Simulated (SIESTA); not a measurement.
Runs of SIESTA 5.4.2 on SiF. It takes space group Pm-3m (No. 221, cubic). The conventional cell has a = 3.029 Å, b = 3.029 Å, c = 3.029 Å, α = 90.00°, β = 90.00°, γ = 90.00°. Si (site symmetry m-3m) is surrounded by 8 F at 2.62 Å. F (site symmetry m-3m) is surrounded by 8 Si at 2.62 Å. The cell was built by a generator and needn't be a form met in nature.

```csv
potentials or basis,gap on the mesh (eV),pressure (GPa),relaxed volume (Å³/atom)
"PseudoDojo 0.4 standard (PBE files), DZDP (energy shift 0.003 Ry)",none,0.0,14.00
"PseudoDojo 0.4 standard (PBE files), DZ (energy shift 0.003 Ry)",none,0.0,(a)
"PseudoDojo 0.4 standard (PBE files), DZP (energy shift 0.003 Ry)",none,0.0,(b)
"PseudoDojo 0.4 standard (PBE files), SZP (energy shift 0.003 Ry)",none,0.0,14.34
"PseudoDojo 0.4 standard (PBE files), TZP (energy shift 0.003 Ry)",none,0.0,13.96
"PseudoDojo 0.4 standard (PBE files), TZDP (energy shift 0.003 Ry)",none,0.0,14.01
"PseudoDojo 0.4 standard (PBE files), SZ (energy shift 0.003 Ry)",none,0.0,15.41
```

Alike in all rows: task relaxation of cell and atoms; level PBE; no spin polarisation; cell relaxed; k mesh 6 × 6 × 6; smearing fermi-dirac 0.05 eV; grid cutoff 800 Ry; energy shift 0.003 Ry.

Task: Fill in the values left out.

Result: (a) 14.19; (b) 13.93.

Caveats: the basis of atomic orbitals isn't converged, which shifts pressures, moduli and gaps; an odd number of electrons without spin polarisation forces a metal; a magnetic or distorted state may lie lower; the basis has no polarisation orbitals (some runs).

A gap of «none» marks a metal or a gap under the smearing width.
